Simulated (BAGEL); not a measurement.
**C5H12Si (vinyltrimethylsilane): HF/STO-3G (density fitting with cc-pvqz-jkfit)**

Aim: the energy change on altering one bond length of C5H12Si (vinyltrimethylsilane) at HF/STO-3G (density fitting with cc-pvqz-jkfit), from 2 runs. 

The results are computed with BAGEL 1.2.2.

2 further runs of the same task are left out: 2 set aside as unsound or not needed.

### Step 1. The molecule

The species is C5H12Si (18 atoms), meant as a singlet with charge 0. SMILES: `C=C[Si](C)(C)C`. The coordinates come from a PBE0-D4/def2-TZVP relaxation. This is one conformer, not always the lowest.

Some bond lengths: C1–C2 1.330 Å, C2–Si3 1.869 Å, Si3–C4 1.873 Å, Si3–C5 1.875 Å, Si3–C6 1.875 Å, C1–H7 1.087 Å, C1–H8 1.087 Å, C2–H9 1.091 Å, C4–H10 1.093 Å, C4–H11 1.093 Å, C4–H12 1.093 Å, C5–H13 1.093 Å, C5–H14 1.094 Å, C5–H15 1.093 Å, C6–H16 1.093 Å, C6–H17 1.093 Å. Some angles: C1–C2–Si3 124.8°, C2–Si3–C4 109.7°, C2–Si3–C5 108.9°, C2–Si3–C6 108.9°, C4–Si3–C5 110.1°, C4–Si3–C6 110.1°, C5–Si3–C6 109.2°, C1–C2–H9 117.2°, Si3–C2–H9 118.0°, C2–C1–H7 122.5°.

### Step 2. The energy at HF/STO-3G (density fitting with cc-pvqz-jkfit)

hf.json

```json
{ "bagel": [

{
  "title": "molecule",
  "basis": "sto-3g",
  "df_basis": "cc-pvqz-jkfit",
  "angstrom": true,
  "geometry": [
    { "atom": "C", "xyz": [      -2.463470,      -0.560850,       0.441110 ] },
    { "atom": "C", "xyz": [      -1.600000,       0.041460,      -0.372240 ] },
    { "atom": "Si", "xyz": [       0.250010,       0.097990,      -0.111240 ] },
    { "atom": "C", "xyz": [       0.693770,      -0.817270,       1.461280 ] },
    { "atom": "C", "xyz": [       0.791320,       1.889350,       0.012330 ] },
    { "atom": "C", "xyz": [       1.095130,      -0.702450,      -1.581740 ] },
    { "atom": "H", "xyz": [      -3.533840,      -0.570330,       0.252000 ] },
    { "atom": "H", "xyz": [      -2.138230,      -1.076560,       1.340760 ] },
    { "atom": "H", "xyz": [      -2.008990,       0.536650,      -1.254490 ] },
    { "atom": "H", "xyz": [       0.218540,      -0.365270,       2.335650 ] },
    { "atom": "H", "xyz": [       1.775050,      -0.792910,       1.621980 ] },
    { "atom": "H", "xyz": [       0.389440,      -1.865980,       1.413780 ] },
    { "atom": "H", "xyz": [       0.321910,       2.383320,       0.866720 ] },
    { "atom": "H", "xyz": [       1.875770,       1.963820,       0.132240 ] },
    { "atom": "H", "xyz": [       0.516990,       2.446350,      -0.887640 ] },
    { "atom": "H", "xyz": [       0.807560,      -1.752570,      -1.676110 ] },
    { "atom": "H", "xyz": [       0.825840,      -0.197420,      -2.513330 ] },
    { "atom": "H", "xyz": [       2.183160,      -0.657310,      -1.481070 ] }
  ]
},

{
  "title": "hf"
},

{
  "title": "print",
  "file": "orbitals.molden",
  "orbitals": true
}

]}
```

The run is started by

```
$ BAGEL_NUM_THREADS=1 BAGEL hf.json > hf.out
```

Standard output:

```text
* using 1 threads per process

  ===============================================================
  ===============================================================

  *** Geometry ***

  { "atom" : "C", "xyz" : [     -4.655284,     -1.059853,      0.833577 ] },
  { "atom" : "C", "xyz" : [     -3.023562,      0.078348,     -0.703432 ] },
  { "atom" : "Si", "xyz" : [      0.472450,      0.185174,     -0.210213 ] },
  { "atom" : "C", "xyz" : [      1.311035,     -1.544416,      2.761419 ] },
  { "atom" : "C", "xyz" : [      1.495378,      3.570354,      0.023300 ] },
  { "atom" : "C", "xyz" : [      2.069496,     -1.327438,     -2.989055 ] },
  { "atom" : "H", "xyz" : [     -6.677990,     -1.077768,      0.476211 ] },
  { "atom" : "H", "xyz" : [     -4.040669,     -2.034404,      2.533669 ] },
  { "atom" : "H", "xyz" : [     -3.796441,      1.014122,     -2.370643 ] },
  { "atom" : "H", "xyz" : [      0.412981,     -0.690260,      4.413739 ] },
  { "atom" : "H", "xyz" : [      3.354358,     -1.498383,      3.065098 ] },
  { "atom" : "H", "xyz" : [      0.735935,     -3.526191,      2.671657 ] },
  { "atom" : "H", "xyz" : [      0.608322,      4.503822,      1.637863 ] },
  { "atom" : "H", "xyz" : [      3.544692,      3.711082,      0.249897 ] },
  { "atom" : "H", "xyz" : [      0.976970,      4.622932,     -1.677396 ] },
  { "atom" : "H", "xyz" : [      1.526067,     -3.311877,     -3.167389 ] },
  { "atom" : "H", "xyz" : [      1.560611,     -0.373070,     -4.749505 ] },
  { "atom" : "H", "xyz" : [      4.125574,     -1.242136,     -2.798817 ] },

  Number of auxiliary basis functions:     1290

  Since a DF basis is specified, we compute 2- and 3-index integrals:
    o Being stored without compression. Storage requirement is 0.022 GB

  Number of basis functions:       46
  Number of electrons      :       56

    * METHOD: MOLECULE                             2.86

  *** RHF ***

  === Nuclear Repulsion ===
   299.8715056598

      * DIIS with orbital gradients will be used.

  === RHF iteration (sto-3g) ===
      0       -479.61489631          0.00533810           0.23
      1       -479.64590117          0.00134434           0.22
      2       -479.64797733          0.00011381           0.20
      3       -479.64798672          0.00003669           0.19
      4       -479.64798751          0.00000822           0.17
      5       -479.64798758          0.00000182           0.17
      6       -479.64798758          0.00000072           0.16
      7       -479.64798758          0.00000010           0.18
      8       -479.64798758          0.00000002           0.21
      9       -479.64798758          0.00000000           0.22
    * SCF iteration converged.

    * Permanent dipole moment:
           (   -0.107288,    -0.020883,     0.013351) a.u.

    * METHOD: HF                                   2.43

    * METHOD: PRINT                                0.01

  ===============================================================
```

It took 6 s on 1 thread of AMD EPYC 7R43 (Zen 3), shared host; peak memory 0.17 GiB.

### Step 3. The distorted shape at the same level

input.json

```json
{ "bagel": [

{
  "title": "molecule",
  "basis": "sto-3g",
  "df_basis": "cc-pvqz-jkfit",
  "angstrom": true,
  "geometry": [
    { "atom": "C", "xyz": [   -2.098279,    0.697586,    0.498109 ] },
    { "atom": "C", "xyz": [   -1.234809,    1.299896,   -0.315241 ] },
    { "atom": "Si", "xyz": [    0.615201,    1.356426,   -0.054241 ] },
    { "atom": "C", "xyz": [    1.058961,    0.441166,    1.518279 ] },
    { "atom": "C", "xyz": [    1.156511,    3.147786,    0.069329 ] },
    { "atom": "C", "xyz": [    1.460321,    0.555986,   -1.524741 ] },
    { "atom": "H", "xyz": [   -3.168649,    0.688106,    0.308999 ] },
    { "atom": "H", "xyz": [   -1.773039,    0.181876,    1.397759 ] },
    { "atom": "H", "xyz": [   -1.643799,    1.795086,   -1.197491 ] },
    { "atom": "H", "xyz": [    0.583731,    0.893166,    2.392649 ] },
    { "atom": "H", "xyz": [    2.140241,    0.465526,    1.678979 ] },
    { "atom": "H", "xyz": [    0.389440,   -1.865980,    1.413780 ] },
    { "atom": "H", "xyz": [    0.687101,    3.641756,    0.923719 ] },
    { "atom": "H", "xyz": [    2.240961,    3.222256,    0.189239 ] },
    { "atom": "H", "xyz": [    0.882181,    3.704786,   -0.830641 ] },
    { "atom": "H", "xyz": [    1.172751,   -0.494134,   -1.619111 ] },
    { "atom": "H", "xyz": [    1.191031,    1.061016,   -2.456331 ] },
    { "atom": "H", "xyz": [    2.548351,    0.601126,   -1.424071 ] }
  ]
},
{
  "title": "hf"
},
{
  "title": "print",
  "file": "orbitals.molden",
  "orbitals": true
}

]}
```

The run is started by

```
$ BAGEL_NUM_THREADS=1 BAGEL input.json > input.out
```

Standard output:

```text
* using 1 threads per process

  ===============================================================
  ===============================================================

  *** Geometry ***

  { "atom" : "C", "xyz" : [     -3.965173,      1.318246,      0.941290 ] },
  { "atom" : "C", "xyz" : [     -2.333451,      2.456447,     -0.595719 ] },
  { "atom" : "Si", "xyz" : [      1.162561,      2.563274,     -0.102501 ] },
  { "atom" : "C", "xyz" : [      2.001146,      0.833683,      2.869131 ] },
  { "atom" : "C", "xyz" : [      2.185489,      5.948453,      0.131013 ] },
  { "atom" : "C", "xyz" : [      2.759607,      1.050661,     -2.881343 ] },
  { "atom" : "H", "xyz" : [     -5.987879,      1.300332,      0.583923 ] },
  { "atom" : "H", "xyz" : [     -3.350558,      0.343696,      2.641382 ] },
  { "atom" : "H", "xyz" : [     -3.106330,      3.392221,     -2.262930 ] },
  { "atom" : "H", "xyz" : [      1.103092,      1.687839,      4.521451 ] },
  { "atom" : "H", "xyz" : [      4.044469,      0.879717,      3.172810 ] },
  { "atom" : "H", "xyz" : [      0.735935,     -3.526191,      2.671657 ] },
  { "atom" : "H", "xyz" : [      1.298433,      6.881921,      1.745576 ] },
  { "atom" : "H", "xyz" : [      4.234803,      6.089181,      0.357610 ] },
  { "atom" : "H", "xyz" : [      1.667080,      7.001031,     -1.569684 ] },
  { "atom" : "H", "xyz" : [      2.216178,     -0.933778,     -3.059676 ] },
  { "atom" : "H", "xyz" : [      2.250722,      2.005030,     -4.641793 ] },
  { "atom" : "H", "xyz" : [      4.815685,      1.135964,     -2.691104 ] },

  Number of auxiliary basis functions:     1290

  Since a DF basis is specified, we compute 2- and 3-index integrals:
    o Being stored without compression. Storage requirement is 0.022 GB

  Number of basis functions:       46
  Number of electrons      :       56

    * METHOD: MOLECULE                             2.66

  *** RHF ***

  === Nuclear Repulsion ===
   296.3725382639

      * DIIS with orbital gradients will be used.

  === RHF iteration (sto-3g) ===
      0       -479.22072034          0.01004233           0.19
      1       -479.26381596          0.00929452           0.20
      2       -479.32031448          0.00128524           0.18
      3       -479.32189533          0.00025037           0.19
      4       -479.32195576          0.00009083           0.18
      5       -479.32196648          0.00003741           0.18
      6       -479.32196856          0.00001308           0.18
      7       -479.32196871          0.00000515           0.18
      8       -479.32196873          0.00000124           0.18
      9       -479.32196873          0.00000027           0.18
     10       -479.32196873          0.00000008           0.18
     11       -479.32196873          0.00000003           0.18
     12       -479.32196873          0.00000001           0.18
     13       -479.32196873          0.00000001           0.18
    * SCF iteration converged.

    * Permanent dipole moment:
           (   -0.221028,    -0.510584,     0.022197) a.u.

    * METHOD: HF                                   2.97

    * METHOD: PRINT                                0.01

  ===============================================================
```

It took 6.3 s on 1 thread of AMD EPYC 7R43 (Zen 3), shared host; peak memory 0.18 GiB.

### Step 4. What came out

Level: HF/STO-3G (density fitting with cc-pvqz-jkfit).

```
                                                          quantity          value
                                         first shape: total energy  -479.64799 Eh
                                        first shape: dipole moment         0.28 D
                                          first shape: HOMO energy       -8.33 eV
                                          first shape: LUMO energy        8.67 eV
                                        first shape: HOMO–LUMO gap       17.00 eV
                                     distorted shape: total energy  -479.32197 Eh
                                    distorted shape: dipole moment         1.42 D
                                      distorted shape: HOMO energy       -5.94 eV
                                      distorted shape: LUMO energy        3.49 eV
                                    distorted shape: HOMO–LUMO gap        9.43 eV
energy change with the C4–H12 bond stretched from 1.093 to 2.405 Å       8.871 eV
```

**Reading.** One bond (distorted shape) is far stretched, which a spin-restricted single reference describes badly; a broken-symmetry solution may lie lower. With the C4–H12 bond stretched from 1.093 to 2.405 Å the energy rises by 8.87 eV (856 kJ/mol). The first shape isn't relaxed at this level, so the change isn't measured from a minimum. A restricted reference can't describe the breaking bond well at this length. The minimal basis adds a large error of its own.
